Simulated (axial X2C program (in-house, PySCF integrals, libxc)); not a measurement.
# ZrSH: bond lengths and stretches, held linear

How do method and spin–orbit coupling move the bonds and stretches of ZrSH, held linear?

Computed with an in-house X2C program for linear molecules on PySCF integrals. Level: all-electron X2C, two-component (2c) or spin-free, Zr dyall-v3z, S dyall-av3z, H dyall-v3z.

All values are calculated.

2 further runs of the same task are left out: 2 set aside as unsound or not needed.

### Step 1. Input

File task.json:

```json
{
 "zs": [
  40,
  16,
  1
 ],
 "q": 0,
 "bas": [
  "dyall-v3z",
  "dyall-av3z",
  "dyall-v3z"
 ],
 "r0": [
  2.57,
  1.34
 ],
 "symm": 0,
 "scan": [
  "PBE0",
  "HF",
  "TPSSh"
 ],
 "levels": [
  "PBE0",
  "HF",
  "PBE"
 ],
 "nst": 2
}
```

Keys: zs atomic numbers; q charge; bas basis sets; r0 starting distance in Å; symm equal bonds; scan levels of the two-bond scan (MP2 follows by itself at each HF point); levels methods; nst determinants followed.

The run is started by

```bash
python solin.py task.json out
```

Masses Zr 89.905, S 31.972, H 1.008 u.

### Step 2. Scan at PBE0, 2c

State: Ω = 3/2 (beyond evenly filled blocks: ω = 1/2, ω = -3/2, ω = 5/2). Energies above the lowest point, from the job's result record:

```csv
r(Zr–S) (Å),r(S–H) (Å),E (meV)
2.2844,1.3016,37.04
2.2844,1.3350,21.30
2.2844,1.3684,36.56
2.3430,1.3016,15.33
2.3430,1.3350,0.00
2.3430,1.3684,15.67
2.3430,1.4018,57.40
2.4016,1.3016,38.22
2.4016,1.3350,23.09
2.4016,1.3684,38.94
2.4602,1.3350,81.26
2.4602,1.4018,138.98
```

A quadratic surface with cubic terms in each bond gives the minimum at 2.340 and 1.334 Å, force constants 2.09, 4.46 and coupling 0.02 mdyn/Å.

### Step 3. Scan at HF, 2c

State: Ω = 3/2 (beyond evenly filled blocks: ω = 1/2, ω = -3/2, ω = 5/2). Energies above the lowest point, from the job's result record:

```csv
r(Zr–S) (Å),r(S–H) (Å),E (meV)
2.2844,1.3016,153.51
2.2844,1.3350,152.48
2.2844,1.3684,183.30
2.3430,1.3016,52.39
2.3430,1.3350,51.63
2.3430,1.3684,82.71
2.3430,1.4018,140.60
2.4016,1.3016,4.88
2.4016,1.3350,4.23
2.4016,1.3684,35.39
2.4602,1.3350,0.00
2.4602,1.4018,89.00
```

A quadratic surface with cubic terms in each bond gives the minimum at 2.437 and 1.319 Å, force constants 1.72, 4.91 and coupling 0.01 mdyn/Å.

### Step 4. Scan at TPSSh, 2c

State: Ω = 3/2 (beyond evenly filled blocks: ω = 1/2, ω = -3/2, ω = 5/2). Energies above the lowest point, from the job's result record:

```csv
r(Zr–S) (Å),r(S–H) (Å),E (meV)
2.2844,1.3016,38.22
2.2844,1.3350,21.71
2.2844,1.3684,35.71
2.3430,1.3016,16.03
2.3430,1.3350,0.00
2.3430,1.3684,14.48
2.3430,1.4018,54.55
2.4016,1.3016,38.44
2.4016,1.3350,22.65
2.4016,1.3684,37.35
2.4602,1.3350,80.24
2.4602,1.4018,135.31
```

A quadratic surface with cubic terms in each bond gives the minimum at 2.340 and 1.335 Å, force constants 2.09, 4.37 and coupling 0.02 mdyn/Å.

### Step 5. Comparison

| level | r(Zr–S) (Å) | r(S–H) (Å) | lower stretch (cm⁻¹) | upper stretch (cm⁻¹) |
| --- | --- | --- | --- | --- |
| PBE0, 2c | 2.340 | 1.334 | 383.5 | 2783.8 |
| HF, 2c | 2.437 | 1.319 | 347.9 | 2919.9 |
| TPSSh, 2c | 2.340 | 1.335 | 383.0 | 2755.0 |
| MP2, 2c | 2.340 | 1.329 | 384.5 | 2821.4 |
| PBE0, spin-free | 2.340 | 1.334 | 383.6 | 2784.7 |
| HF, spin-free | 2.437 | 1.319 | 348.1 | 2920.6 |
| TPSSh, spin-free | 2.341 | 1.335 | 383.1 | 2755.9 |
| MP2, spin-free | 2.340 | 1.329 | 384.8 | 2821.8 |

Scans not shown above were run alike.

What this shows: Over the levels the Zr–S bond spans 2.340 to 2.437 Å and the S–H bond 1.319 to 1.335 Å. At PBE0 spin–orbit coupling leaves both bonds unchanged to 0.001 Å. Each state is one determinant, the lowest of a limited PBE0 search; the stretches come from a fit to few points and are good to some per cent at best. MP2 freezes inner shells (threshold -2 hartree). The molecule was held linear; bending was not examined, so a bent shape may lie lower. Note: several unpaired electrons, one determinant need not be a pure state.
